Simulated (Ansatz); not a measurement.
# C2H6ClFSeSn: basis-set convergence

The task here is to estimate one member of a computed series from the others.

Method: one geometry, several basis sets; program: Ansatz 0.2.0, Gaussian basis.

Levels to be run: PBE0-D4/def2-SVP; ωB97M-V/def2-SVP; PBE0-D4/def2-QZVPP; ωB97M-V/def2-QZVPP; the functionals' def2-TZVPP values are taken from earlier runs.

1 further run of the same task is left out (set aside as unsound or not needed).

## The relaxed structure

All runs share one geometry, relaxed beforehand with PBE0-D4 in a triple-zeta def2 set. Sn takes the def2 core potential; no spin-orbit term is included.

SMILES `C[Se][Sn]([CH3])([F])[Cl]`, 12 atoms, charge 0, spin multiplicity 1.

Atoms are counted from 1 here; the program's logs count them from 0.

Bond lengths: C1–Se2 1.962 Å, C1–H7 1.089 Å, C1–H8 1.087 Å, C1–H9 1.087 Å, Se2–Sn3 2.491 Å, Sn3–C4 2.117 Å, Sn3–F5 1.923 Å, Sn3–Cl6 2.328 Å, C4–H10 1.089 Å, C4–H11 1.089 Å, C4–H12 1.089 Å. Angles: Se2–C1–H7 105.5°, Se2–C1–H8 110.1°, Se2–C1–H9 110.1°, H7–C1–H8 109.9°, H7–C1–H9 110.0°, H8–C1–H9 111.1°, C1–Se2–Sn3 95.8°, Se2–Sn3–C4 120.0°, Se2–Sn3–F5 107.0°, Se2–Sn3–Cl6 108.7°, C4–Sn3–F5 107.4°, C4–Sn3–Cl6 110.9°, F5–Sn3–Cl6 101.2°, Sn3–C4–H10 109.3°, Sn3–C4–H11 109.2°, Sn3–C4–H12 107.8°, H10–C4–H11 110.3°, H10–C4–H12 110.1° and more.

As a file:

```mol
C2H6ClFSeSn
  3D, bonds by distance, orders not assigned

 12 11  0  0  0  0  0  0  0  0999 V2000
   -0.3928   -0.6979    2.5667 C   0  0
    0.7641   -1.3386    1.1173 Se  0  0
   -0.0021    0.3269   -0.5687 Sn  0  0
    0.7601    0.2613   -2.5422 C   0  0
    0.3947    2.0686    0.1428 F   0  0
   -2.3298    0.3635   -0.5778 Cl  0  0
   -0.2214   -1.3789    3.3984 H   0  0
   -1.4350   -0.7430    2.2595 H   0  0
   -0.1115    0.3132    2.8494 H   0  0
    0.4073   -0.6435   -3.0351 H   0  0
    1.8487    0.2715   -2.5067 H   0  0
    0.3947    1.1417   -3.0694 H   0  0
  1  2  8  0
  2  3  8  0
  3  4  8  0
  3  5  8  0
  3  6  8  0
  1  7  8  0
  1  8  8  0
  1  9  8  0
  4 10  8  0
  4 11  8  0
  4 12  8  0
M  END
```

The first run:

The input, in.yaml:

```yaml
crystal:
  periodic: [false, false, false]
  atoms:
    - {symbol: C, position_ang: [-0.392844, -0.697893, 2.566650]}
    - {symbol: Se, position_ang: [0.764092, -1.338639, 1.117274]}
    - {symbol: Sn, position_ang: [-0.002100, 0.326898, -0.568743]}
    - {symbol: C, position_ang: [0.760133, 0.261252, -2.542239]}
    - {symbol: F, position_ang: [0.394690, 2.068650, 0.142803]}
    - {symbol: Cl, position_ang: [-2.329803, 0.363539, -0.577775]}
    - {symbol: H, position_ang: [-0.221398, -1.378933, 3.398403]}
    - {symbol: H, position_ang: [-1.434985, -0.742964, 2.259539]}
    - {symbol: H, position_ang: [-0.111509, 0.313218, 2.849447]}
    - {symbol: H, position_ang: [0.407335, -0.643484, -3.035074]}
    - {symbol: H, position_ang: [1.848729, 0.271452, -2.506693]}
    - {symbol: H, position_ang: [0.394659, 1.141705, -3.069390]}
basis:
  gaussian: {orbitals: def2-SVP}
hamiltonian: {xc: pbe0, dispersion: d4}
output: {orbitals: {seedname: orbitals}}
```

Among the steps run: PBE0-D4 in def2-SVP; ωB97M-V in def2-SVP; PBE0-D4 in def2-QZVPP; ωB97M-V in def2-QZVPP.

One table of the session follows, with a row left open; its other results are not shown here.

It belongs to the step «Density functionals: the series». 

| functional | basis | HOMO (eV) |
| --- | --- | --- |
| PBE0-D4 | def2-SVP | -6.99 |
| PBE0-D4 | def2-TZVPP | -7.10 |
| PBE0-D4 | def2-QZVPP | -7.11 |
| ωB97M-V | def2-SVP | ? |
| ωB97M-V | def2-TZVPP | -9.27 |
| ωB97M-V | def2-QZVPP | -9.29 |

Q: Estimate the row for ωB97M-V, def2-SVP from the others.

**Answer.** HOMO (eV): -9.14. In the column «HOMO (eV)» it lies between ωB97M-V, def2-TZVPP (-9.27) and PBE0-D4, def2-QZVPP (-7.11).
